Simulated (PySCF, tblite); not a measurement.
# C6H5ClFN: geometry, infrared bands and NMR shifts

Wanted: the infrared bands and NMR shifts of C6H5ClFN (`N#C[C@H](C#CCF)CCl`), by calculation.

The runs use tblite 0.8.0 and PySCF 2.14.0, with density-fitted response routines of our own; the level of theory stands in each step. All values are computed, except where a source is named. Atoms count from 0, in the outputs and in this text.

**1. Starting geometry**

14 atoms, charge 0, multiplicity 1; geometry from: force field or distance geometry start.

Bonds of the start (Å): N0–C1 1.15, C1–C2 1.46, C2–C3 1.47, C3–C4 1.20, C4–C5 1.47, C5–F6 1.40, C2–C7 1.52, C7–Cl8 1.78, C2–H9 1.10, C5–H10 1.10, C5–H11 1.13, C7–H12 1.13, C7–H13 1.10.

**2. Relaxing the molecule with GFN2-xTB**

Job settings and geometry (Å):

```
{"job": {"kind": "relax", "xc": "GFN2-xTB", "basis": "xTB"}, "charge": 0, "multiplicity": 1}
N     -1.774600    -2.819300     0.413300
C     -1.531700    -1.781500    -0.005800
C     -1.178900    -0.465800    -0.533900
C      0.235000    -0.157400    -0.252400
C      1.387000     0.090200    -0.000400
C      2.789900     0.408700     0.280800
F      3.483800     0.211400    -0.914300
C     -1.983900     0.614600     0.165000
Cl    -1.503600     2.164100    -0.562400
H     -1.307500    -0.432000    -1.622400
H      2.928800     1.425100     0.672700
H      3.233600    -0.313800     1.029000
H     -1.708400     0.576000     1.256500
H     -3.070400     0.479300     0.052300
```

The run is started by

```sh
OMP_NUM_THREADS=1 python probes_run.py task.json out
```

The driver reads the jobs from task.json and runs them one after another.

**Question.** This job is followed by: GFN2-xTB harmonic vibrations, gas phase; GIAO PBE0/pcSseg-1 NMR shielding, non-relativistic, gas phase. What will the session give for the following? strongest single infrared mode (GFN2-xTB); zero-point energy (GFN2-xTB); 13C shifts against TMS (PBE0/pcSseg-1); 1H shifts against TMS (PBE0/pcSseg-1); 15N shifts against NH3 (PBE0/pcSseg-1); 19F shifts against CFCl3 (PBE0/pcSseg-1); 35Cl shifts against HCl (PBE0/pcSseg-1).

**Answer**, as computed:

| quantity | value |
| --- | --- |
| strongest single infrared mode (GFN2-xTB) | 2415 cm⁻¹, 164 km/mol |
| zero-point energy (GFN2-xTB) | 58.0 kcal/mol |
| 13C shifts against TMS (PBE0/pcSseg-1) | 119.0, 90.1, 88.8, 73.1, 52.6, 26.8 ppm |
| 1H shifts against TMS (PBE0/pcSseg-1) | 5.43, 5.40, 3.81, 3.72, 3.64 ppm |
| 15N shifts against NH3 (PBE0/pcSseg-1) | 305.4 ppm |
| 19F shifts against CFCl3 (PBE0/pcSseg-1) | -250.4 ppm |
| 35Cl shifts against HCl (PBE0/pcSseg-1) | 107 ppm |

**Reading.** Relaxing lowered the energy by 0.177 eV in 56 steps; the close pair that moved most is C7–H12, from 1.126 to 1.090 Å. All 36 modes are real, so the xTB geometry is a minimum. The strongest single mode, at 2415 cm⁻¹, moves mainly C1 and N0. GFN2-xTB is a fitted tight-binding method: band positions and strengths are rough. Its intensities can rank the bands wrongly. C1 (nitrile carbon) lies farthest downfield among carbon, at 119.0 ppm; C≡N carbons fall here, among the sp2 signals but without a proton. At PBE0/pcSseg-1: The widest tensor belongs to N0: span 495 ppm, with a paramagnetic part of -377 ppm.
